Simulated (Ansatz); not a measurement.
# GaH₃+ (doublet): wave-function methods side by side at distance Ga1–H3 = 4.154 Å, cc-pVTZ

How much of the correlation energy of GaH₃+ (doublet) does each wave-function method recover here?

Method: cc-pVTZ, core rule «outside noble gas», up to 14 orbitals frozen; program: Ansatz 0.2.0, Gaussian basis.

To be run: UHF; CCSD(T) on ROHF; CCSD(T) on UHF; BCCD(T) on ROHF; CCSDT(Q) on ROHF; CCSDT(Q) on UHF; CASSCF and NEVPT2, 3 electrons in 3 orbitals.

21 further runs of the same task are left out: 10 for a known fault of the program, 6 that didn't finish, 5 set aside as unsound or not needed.

## 1. The system

The geometry derives from a PBE0/def2-TZVP stationary point (not a proven minimum). One bond is set to the value named and the two fragments are kept rigid. No spin-orbit coupling is included. The filled d shell of Ga may be among the frozen orbitals whatever the setting's name suggests; the logs give the count.

4 atoms, charge 1, spin multiplicity 2.

Atoms are counted from 1 here; the program's logs count them from 0.

Bond lengths: Ga1–H4 1.532 Å.

## 2. UHF

in.yaml

```yaml
crystal:
  periodic: [false, false, false]
  atoms:
    - {symbol: Ga, position_ang: [0.000000, 0.022438, 0.036213]}
    - {symbol: H, position_ang: [0.000000, -2.050153, 0.036213]}
    - {symbol: H, position_ang: [0.000000, 0.353514, -4.104573]}
    - {symbol: H, position_ang: [0.000000, 0.144543, 1.563383]}
basis:
  gaussian: {orbitals: cc-pVTZ}
total_charge: 1
magnetization: {spin_polarized: true, initial_magnetization: 1}
hamiltonian: {xc: hf}
output: {orbitals: {seedname: orbitals}}
```

Started as:

```bash
$ ansatz run in.yaml --threads 1 --pin off --events-out ev --progress --plain --max-ram 2393MiB
```

After this run come: CCSD(T) on ROHF; CCSD(T) on UHF; BCCD(T) on ROHF; CCSDT(Q) on ROHF; CCSDT(Q) on UHF; CASSCF and NEVPT2, 3 electrons in 3 orbitals.

Q: Predict the results of all the runs planned. Wanted: RCCSDT(Q) below the RHF energy; RMP2 from RCCSDT(Q); UMP2 from RCCSDT(Q); RCCSD from RCCSDT(Q); RCCSD(T) from RCCSDT(Q); UCCSD(T) from RCCSDT(Q); UCCSDT(Q) from RCCSDT(Q); NEVPT2 pair from RCCSDT(Q); T1 diagnostic.

As calculated:

| quantity | value |
| --- | --- |
| RCCSDT(Q) below the RHF energy | -2.7430 eV |
| RMP2 from RCCSDT(Q) | +854.5 meV |
| UMP2 from RCCSDT(Q) | +788.9 meV |
| RCCSD from RCCSDT(Q) | +81.5 meV |
| RCCSD(T) from RCCSDT(Q) | +18.3 meV |
| UCCSD(T) from RCCSDT(Q) | +83.9 meV |
| UCCSDT(Q) from RCCSDT(Q) | +15.5 meV |
| NEVPT2 pair from RCCSDT(Q) | +422.1 meV |
| levels within 1 kcal/mol (43 meV) | RCCSD(T), BCCD(T), RCCSDT, UCCSDT, UCCSDT(Q) |
| T1 diagnostic | 0.040 |

**Reading.** RCCSD(T) lands +18.3 meV from the yardstick (0.7 % of the correlation energy). CCSD(T) misses by +18.3 meV on the restricted determinant and by +83.9 meV on the unrestricted one; the two need not hold the same state or core. These misses are within one basis, not against nature; the frozen cores of restricted and unrestricted runs differ, which can shift their rows.
